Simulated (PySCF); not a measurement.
# AlAs−: from the state search to spectroscopic constants

One job finds the state of AlAs−, follows it along the bond with each method and fits the curves.

Computed with PySCF 2.14.0. Level: Al def2-TZVPPD, As def2-TZVPPD, no relativity.

2 further runs of the same task are left out: 2 set aside as unsound or not needed.

## (1) Input

Settings of the job:

| Property | Result |
| --- | --- |
| atoms | Al, As |
| charge | -1 |
| basis | Al def2-TZVPPD, As def2-TZVPPD |
| Hamiltonian | no relativity |
| basis functions | 102 |
| electrons treated | 47 |
| masses in u | 26.9815, 74.9216 |
| levels | PBE0, PBE, r²SCAN, B3LYP, B97-3, BHandHLYP, M06-2X, MN15, LC-ωPBE, SCS-MP2, CCSD, CCSD(T) |
| grid | 80 radial by 434 angular points |
| occupations | held fixed by the projection of orbital angular momentum |
| dissociation limit | Al + As−, each in its ground configuration |
| starting distance in angstrom | 2.470 |
| values of 2S to try | 1, 3 |

The run is started by

```bash
$ OMP_NUM_THREADS=2 python dia.py task.json out
```

The runs that follow: First curve: PBE0; Other states along the same grid; PBE; r²SCAN; B3LYP; B97-3 (global hybrid GGA); BHandHLYP (global hybrid GGA); M06-2X; MN15 (hybrid meta-GGA); LC-ωPBE (range-separated hybrid); Correlated methods on the Hartree–Fock reference.

**Question.** What will these runs give? Wanted: for each run, Re; ωe; De; μ.

The runs gave:

Lowest PBE0 solution found, without spin–orbit coupling: ²Σ⁺ (doublet), unpaired electrons σ ↑. State 2 has its PBE0 minimum 0.03 eV higher. The other levels ran on the lowest alone.

```
       level  Re (Å)  ωe (cm⁻¹)  De (eV)  μ (D)
   ROHF-CCSD   2.229        448     3.45    n/a
ROHF-CCSD(T)   2.234        441     3.78    n/a
         PBE   2.234        432     4.03   0.89
      r²SCAN   2.214        449     3.93   0.70
       B3LYP   2.229        432     3.64   0.55
        PBE0   2.217        447     3.75   0.59
       B97-3   2.224        443     3.70   0.58
        MN15   2.208        442     3.91   0.24
   BHandHLYP   2.215        444     3.32   0.27
      M06-2X   2.231        439     3.56   0.30
     LC-ωPBE   2.190        463     3.32   0.27
```

De is counted to Al + As− in their ground configurations. A positive dipole points from Al to As; in an ion it is taken about the centre of mass and does not tell which atom is negative. No constants: ROHF-SCS-MP2 (the points don't follow one smooth fit).

Differences from CCSD(T) in the same basis:

```
    level  Re (mÅ)  ωe (%)
ROHF-CCSD       -4    +1.5
      PBE        0    -2.1
   r²SCAN      -19    +1.8
    B3LYP       -5    -2.1
     PBE0      -17    +1.3
    B97-3       -9    +0.4
     MN15      -26    +0.3
BHandHLYP      -18    +0.7
   M06-2X       -2    -0.4
  LC-ωPBE      -43    +5.0
```

**Reading.** Against CCSD(T) in the same basis, the bond length is nearest at PBE (0 mÅ) and farthest at LC-ωPBE (-43 mÅ); the wavenumber is nearest at MN15 (+0.3 %) and farthest at LC-ωPBE (+5.0 %). Among the levels with a De in the table, it runs from 3.32 eV (LC-ωPBE) to 4.03 eV (PBE).

Correlated steps freeze 14 core orbitals. With some functionals the highest level of the anion is positive, from self-interaction error or because the anion is truly unbound there; the finite basis then holds the extra electron, and no neutral molecule was run to test the binding.
